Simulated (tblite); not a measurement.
# AlNH2BrF (SMILES [NH2][Al]([F])[Br]) at GFN2-xTB

Wanted: a geometry optimisation of AlNH2BrF. 

The calculation is run with tblite 0.8.0.

35 further runs of the same task are left out: 35 set aside as unsound or not needed.

### 1 The molecule

The species is AlNH2BrF (6 atoms), meant as a singlet with charge 0. As SMILES, `[NH2][Al]([F])[Br]`. Geometry: relaxed at PBE0-D4/def2-TZVP. The run starts from this shape.

Bond lengths: N1–Al2 1.746 Å, Al2–F3 1.642 Å, Al2–Br4 2.237 Å, N1–H5 1.007 Å, N1–H6 1.006 Å. Angles: N1–Al2–F3 119.7°, N1–Al2–Br4 121.2°, F3–Al2–Br4 119.1°, Al2–N1–H5 124.6°, Al2–N1–H6 124.3°, H5–N1–H6 111.1°.

### 2 A structure relaxation at GFN2-xTB

input.xyz

```xyz
6

N     -0.195100     0.984200    -0.037900
Al     0.246400    -0.698500     0.114600
F      1.391900    -1.144200     1.202600
Br    -0.721900    -2.269800    -1.148600
H      0.207100     1.731300     0.503600
H     -0.886400     1.333000    -0.680400
```

xtb_job.py

```python
"""GFN2-xTB geometry optimisation"""
import json
import numpy as np
from tblite.interface import Calculator
from tblite.interface import symbols_to_numbers
from scipy.optimize import minimize

symbols = list(map(str, np.loadtxt("input.xyz", skiprows=2, usecols=0, dtype=str, ndmin=1)))
numbers = np.array(symbols_to_numbers(symbols))
positions = np.loadtxt("input.xyz", skiprows=2, usecols=(1, 2, 3), ndmin=2) / 0.5291772

xtb = Calculator("GFN2-xTB", numbers, positions, charge=0, uhf=0)
xtb.set("verbosity", 0)
xtb.set("accuracy", 0.01)
last, frames, energies, grads = [None], [], [], []

def fun(x):
    xtb.update(x.reshape(-1, 3))
    last[0] = xtb.singlepoint(last[0])
    return float(last[0].get('energy')), last[0].get('gradient').ravel()

def show(x):
    e, g = fun(x)
    frames.append(x.reshape(-1, 3).tolist())
    energies.append(e)
    grads.append(g.reshape(-1, 3).tolist())
    print(f"{len(energies) - 1:4d} {e:16.9f} {np.abs(g).max():12.3e} {np.linalg.norm(g):12.3e}")

print("step      energy/Eh       max grad     grad norm")
show(positions.ravel())
opt = minimize(fun, positions.ravel(), jac=True, method="BFGS", callback=show, options={"gtol": 3e-05, "maxiter": 500})
print("converged:", opt.success, "-", opt.message)
fun(opt.x)
res = last[0]
final = opt.x.reshape(-1, 3)
print("final geometry (angstrom)")
for s, p in zip(symbols, final * 0.529177210903):
    print(f"{s:<2} {p[0]:12.6f} {p[1]:12.6f} {p[2]:12.6f}")
print(f"total energy: {res.get('energy') * 2625.4996:.8f} kJ/mol")
eps = np.atleast_2d(res.get("orbital-energies")) * 27.211386
occ = np.atleast_2d(res.get("orbital-occupations"))
filled = occ.sum(axis=0) if eps.shape[0] == 1 else occ[0]
homo = np.nonzero(filled > 0.5)[0].max()
print(f"HOMO {eps[0, homo]:.4f} eV")
if homo + 1 < eps.shape[1]:
    print(f"LUMO {eps[0, homo + 1]:.4f} eV, gap {eps[0, homo + 1] - eps[0, homo]:.4f} eV")
mu = res.get("dipole") * 2.541746
print(f"Dipole moment: {np.linalg.norm(mu):.4f} D, components " + " ".join(f"{c:.4f}" for c in mu))
q = res.get("charges")
print("Charges:", " ".join(f"{s}{i + 1}={c:+.4f}" for i, (s, c) in enumerate(zip(symbols, q))))
out = {k: np.asarray(res.get(k)).tolist() for k in ("energy", "gradient", "charges", "dipole", "orbital-energies", "orbital-occupations")}
out.update(symbols=symbols, positions=(positions * 0.529177210903).tolist(), final=final.tolist(), frames=frames, step_energies=energies, grads=grads, success=bool(opt.success))
json.dump(out, open("results.json", "w"))
```

On the command line:

```bash
$ python xtb_job.py
```

Q: Predict the results. Wanted: total energy at the end; dipole moment; HOMO energy; LUMO energy; HOMO–LUMO gap.

Answer, from the run:

Level: GFN2-xTB.

```
               quantity         value
total energy at the end  -14.00089 Eh
          dipole moment        4.38 D
            HOMO energy     -11.37 eV
            LUMO energy      -7.32 eV
          HOMO–LUMO gap       4.04 eV
```

At the final geometry: Bond lengths: N1–Al2 1.764 Å, Al2–F3 1.645 Å, Al2–Br4 2.239 Å, N1–H5 1.010 Å, N1–H6 1.010 Å. Angles: N1–Al2–F3 120.5°, N1–Al2–Br4 120.4°, F3–Al2–Br4 119.1°, Al2–N1–H5 124.4°, Al2–N1–H6 126.3°, H5–N1–H6 109.3°. The optimisation took 22 steps and changed the energy by -0.008 eV. Mulliken charges run from -0.41 on N1 to +0.44 on Al2.
